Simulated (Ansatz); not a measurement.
# Cl2GaH: the cost of one run

Computed with Ansatz 0.2.0, Gaussian basis. Level: PBE0-D4/def2-SVP.

22 further runs of the same task are left out: 22 set aside as unsound or not needed.

### 1 The system as given

The first end: 4 atoms, charge 0, spin multiplicity 1.

Atoms are counted from 1 here; the program's logs count them from 0.

Bond lengths: Ga1–Cl2 2.275 Å, H3–Cl4 1.299 Å.

As a file:

```xyz
4
charge 0, multiplicity 1
Ga    1.48349   -0.46368   -0.90274
Cl   -0.67129   -0.15809   -1.56596
H    -0.75287    0.27782    0.68627
Cl   -0.05944    0.34394    1.78242
```

The second end:

```
Ga    1.74754   -0.38097   -0.17670
Cl   -1.20259   -0.01403   -1.36069
H    -1.03491    0.18953   -0.08905
Cl    0.48986    0.20547    1.62644
```

### 2 The band at PBE0-D4/def2-SVP

neb/in.yaml

```yaml
crystal:
  periodic: [false, false, false]
  atoms:
    - {symbol: Ga, position_ang: [1.483492, -0.463677, -0.902736]}
    - {symbol: Cl, position_ang: [-0.671286, -0.158085, -1.565958]}
    - {symbol: H, position_ang: [-0.752865, 0.277818, 0.686273]}
    - {symbol: Cl, position_ang: [-0.059442, 0.343943, 1.782421]}
basis:
  gaussian: {orbitals: def2-SVP}
hamiltonian: {xc: pbe0, dispersion: d4}
neb:
  images: 5
  climbing: true
  max_iterations: 40
  initial_path: idpp
  final_atoms:
    - {symbol: Ga, position_ang: [1.747543, -0.380966, -0.176702]}
    - {symbol: Cl, position_ang: [-1.202589, -0.014027, -1.360693]}
    - {symbol: H, position_ang: [-1.034910, 0.189528, -0.089049]}
    - {symbol: Cl, position_ang: [0.489856, 0.205465, 1.626444]}
```

Run with:

```sh
$ ansatz run in.yaml --threads 2 --pin off --events-out ev --progress --plain --max-ram 4352MiB
```

**Question.** How long does this run take on 2 threads of Intel Xeon 6975P-C, shared host?

About 39 s.
